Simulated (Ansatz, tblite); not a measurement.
# The cluster Nb3H13O14: one state, many levels

How do method and basis change the picture of the cluster Nb3H13O14 (singlet)?

Method: as each input shows; program: Ansatz 0.2.0, Gaussian basis.

Levels to be run: GFN1-xTB, GFN2-xTB, PBE-D4/def2-TZVP, r2SCAN-D4/def2-TZVP, BLYP-D4/def2-TZVP, B3LYP-D4/def2-TZVP, r2SCAN0-D4/def2-TZVP, PBE+5HF/def2-SVP, PBE+10HF/def2-SVP, PBE+15HF/def2-SVP, PBE+35HF/def2-SVP, PBE+50HF/def2-SVP, PBE-D4/def2-SVP, PBE0-D4/def2-SVP, MP2/def2-SVP, RPA/def2-SVP.

1 further run of the same task is left out (set aside as unsound or not needed).

### 1 The structure

The singlet was relaxed beforehand with r2SCAN-D4/def2-SVP.

30 atoms, charge 0, spin multiplicity 1.

Bond lengths: Nb1–O4 2.232 Å, Nb1–O8 1.891 Å, Nb1–O9 2.187 Å, Nb1–O10 1.910 Å, Nb1–O16 1.903 Å, Nb1–O17 1.910 Å, Nb2–O4 2.112 Å, Nb2–O5 1.932 Å, Nb2–O6 2.196 Å, Nb2–O7 1.871 Å, Nb2–O11 1.959 Å, Nb2–O14 1.909 Å, Nb3–O6 2.184 Å, Nb3–O9 2.155 Å, Nb3–O12 1.881 Å, Nb3–O13 1.870 Å, Nb3–O14 2.000 Å, Nb3–O15 1.923 Å and more. Angles: O4–Nb1–O8 82.0°, O4–Nb1–O9 80.2°, O4–Nb1–O10 86.9°, O4–Nb1–O16 172.0°, O4–Nb1–O17 83.3°, O8–Nb1–O9 81.4°, O8–Nb1–O10 95.7°, O8–Nb1–O16 96.1°, O8–Nb1–O17 160.2°, O9–Nb1–O10 167.1°, O9–Nb1–O16 91.9°, O9–Nb1–O17 83.1°, O10–Nb1–O16 101.0°, O10–Nb1–O17 96.7°, O16–Nb1–O17 96.7°, O4–Nb2–O5 86.9°, O4–Nb2–O6 79.4°, O4–Nb2–O7 92.7° and more.

As a file:

```xyz
30

Nb   -1.1572   -1.7292    1.2456
Nb   -0.6048    1.0429   -1.6098
Nb    1.6836    1.1520    0.7135
O    -1.1348   -0.8333   -0.7988
O    -0.3506    0.1250   -3.2907
O     1.3828    0.1918   -1.2244
O    -2.3919    1.5578   -1.8185
O    -1.7616    0.0017    1.7095
O     0.7781   -0.7118    1.3059
O    -2.8822   -2.4232    0.8108
O     0.3647    2.6286   -2.2295
O     1.7077    1.7255    2.5047
O     2.1998    2.6588   -0.2664
O    -0.2116    1.5254    0.1953
O     3.3264    0.1521    0.6978
O    -0.9538   -2.3556    3.0305
O    -0.1426   -3.1133    0.4079
H    -1.4869   -1.4556   -1.4520
H     0.4835   -0.2948   -3.5390
H     1.2207   -0.7448   -1.0352
H    -3.3477    1.5332   -1.7276
H    -1.3635    0.8165    1.3259
H     1.4814   -1.3395    1.5331
H    -3.7080   -1.9310    0.9009
H     0.5981    2.7342   -3.1618
H     1.5209    1.4132    3.3964
H     1.6764    2.9325   -1.0629
H     3.7442   -0.1192   -0.1305
H    -1.2043   -1.8749    3.8294
H     0.5330   -3.2648   -0.2601
```

Nb takes a core potential in the def2 sets. No spin-orbit coupling is included.

PBE0-D4/def2-TZVP was run before; its log isn't repeated, and its numbers join the tables.

### 2 GFN1-xTB

Tight binding, by tblite at 300 K electronic temperature and without a spin-polarisation term:

```python
tblite.interface.Calculator('GFN1-xTB', numbers, positions, charge=0, uhf=0).singlepoint()
```

Energy -2146.8086 eV, HOMO -10.67 eV, LUMO -7.83 eV; 0.067 s.

### 3 GFN2-xTB

Tight binding, by tblite at 300 K electronic temperature and without a spin-polarisation term:

```python
tblite.interface.Calculator('GFN2-xTB', numbers, positions, charge=0, uhf=0).singlepoint()
```

Energy -1886.5258 eV, HOMO -11.58 eV, LUMO -8.65 eV; 0.065 s.

### 4 PBE-D4/def2-TZVP

start.molden holds the orbitals of an earlier run on this state, given as this run's starting guess.

in.yaml reads:

```yaml
crystal:
  periodic: [false, false, false]
  atoms:
    - {symbol: Nb, position_ang: [-1.157235, -1.729194, 1.245583]}
    - {symbol: Nb, position_ang: [-0.604827, 1.042850, -1.609828]}
    - {symbol: Nb, position_ang: [1.683583, 1.152048, 0.713473]}
    - {symbol: O, position_ang: [-1.134783, -0.833308, -0.798788]}
    - {symbol: O, position_ang: [-0.350596, 0.124959, -3.290667]}
    - {symbol: O, position_ang: [1.382774, 0.191814, -1.224426]}
    - {symbol: O, position_ang: [-2.391903, 1.557752, -1.818483]}
    - {symbol: O, position_ang: [-1.761592, 0.001721, 1.709460]}
    - {symbol: O, position_ang: [0.778060, -0.711825, 1.305851]}
    - {symbol: O, position_ang: [-2.882201, -2.423249, 0.810807]}
    - {symbol: O, position_ang: [0.364744, 2.628586, -2.229538]}
    - {symbol: O, position_ang: [1.707749, 1.725485, 2.504684]}
    - {symbol: O, position_ang: [2.199837, 2.658770, -0.266386]}
    - {symbol: O, position_ang: [-0.211623, 1.525425, 0.195313]}
    - {symbol: O, position_ang: [3.326427, 0.152133, 0.697794]}
    - {symbol: O, position_ang: [-0.953773, -2.355636, 3.030474]}
    - {symbol: O, position_ang: [-0.142555, -3.113309, 0.407889]}
    - {symbol: H, position_ang: [-1.486911, -1.455609, -1.451989]}
    - {symbol: H, position_ang: [0.483524, -0.294806, -3.538971]}
    - {symbol: H, position_ang: [1.220673, -0.744793, -1.035198]}
    - {symbol: H, position_ang: [-3.347675, 1.533232, -1.727555]}
    - {symbol: H, position_ang: [-1.363510, 0.816530, 1.325906]}
    - {symbol: H, position_ang: [1.481395, -1.339507, 1.533113]}
    - {symbol: H, position_ang: [-3.707955, -1.931029, 0.900934]}
    - {symbol: H, position_ang: [0.598110, 2.734246, -3.161798]}
    - {symbol: H, position_ang: [1.520930, 1.413167, 3.396443]}
    - {symbol: H, position_ang: [1.676354, 2.932476, -1.062934]}
    - {symbol: H, position_ang: [3.744241, -0.119225, -0.130489]}
    - {symbol: H, position_ang: [-1.204259, -1.874923, 3.829394]}
    - {symbol: H, position_ang: [0.532989, -3.264791, -0.260089]}
basis:
  gaussian: {orbitals: def2-TZVP, fitting: {mean_field: def2-universal-jkfit}, initial_orbitals: start.molden}
hamiltonian: {xc: pbe, dispersion: d4}
scf: {omitted_lower_state_checks: [starts]}
output: {forces: true, orbitals: {seedname: orbitals}}
```

The run is started by

```console
$ ansatz run in.yaml --threads 2 --pin off --events-out ev --progress --plain --max-ram 32768MiB --backend cuda --devices 0, --max-vram 18GiB
```

Further steps of the session: r2SCAN-D4/def2-TZVP; BLYP-D4/def2-TZVP; B3LYP-D4/def2-TZVP; r2SCAN0-D4/def2-TZVP; PBE+5HF/def2-SVP; PBE+10HF/def2-SVP; PBE+15HF/def2-SVP; PBE+35HF/def2-SVP; PBE+50HF/def2-SVP; PBE-D4/def2-SVP; PBE0-D4/def2-SVP; MP2/def2-SVP; RPA/def2-SVP.

**Question.** What will the summary of the whole plan be? Wanted: gap in def2-TZVP, named functionals, smallest and largest; gap over the share of exact exchange; correlation energy, MP2/def2-SVP; binding an atom, functionals in def2-TZVP; PBE0 total energy, smallest basis above largest.

The runs gave:

```
                                                 quantity                                   value
gap in def2-TZVP, named functionals, smallest and largest  4.01 eV (PBE-D4), 6.76 eV (r2SCAN0-D4)
                     gap over the share of exact exchange            4.02 eV at 0, 8.98 eV at 0.5
                         correlation energy, MP2/def2-SVP                              -100.84 eV
                binding an atom, functionals in def2-TZVP   4.27 (r2SCAN0-D4) to 4.61 eV (PBE-D4)
          PBE0 total energy, smallest basis above largest          35.28 eV (def2-SVP, def2-TZVP)
```

What this shows: Orbital gaps of the named functionals in def2-TZVP span 4.01 eV (PBE-D4) to 6.76 eV (r2SCAN0-D4); exact exchange widens it. Raising the share of exact exchange from 0 to 0.5 moves the HOMO by -3.62 eV and the LUMO by +1.34 eV.
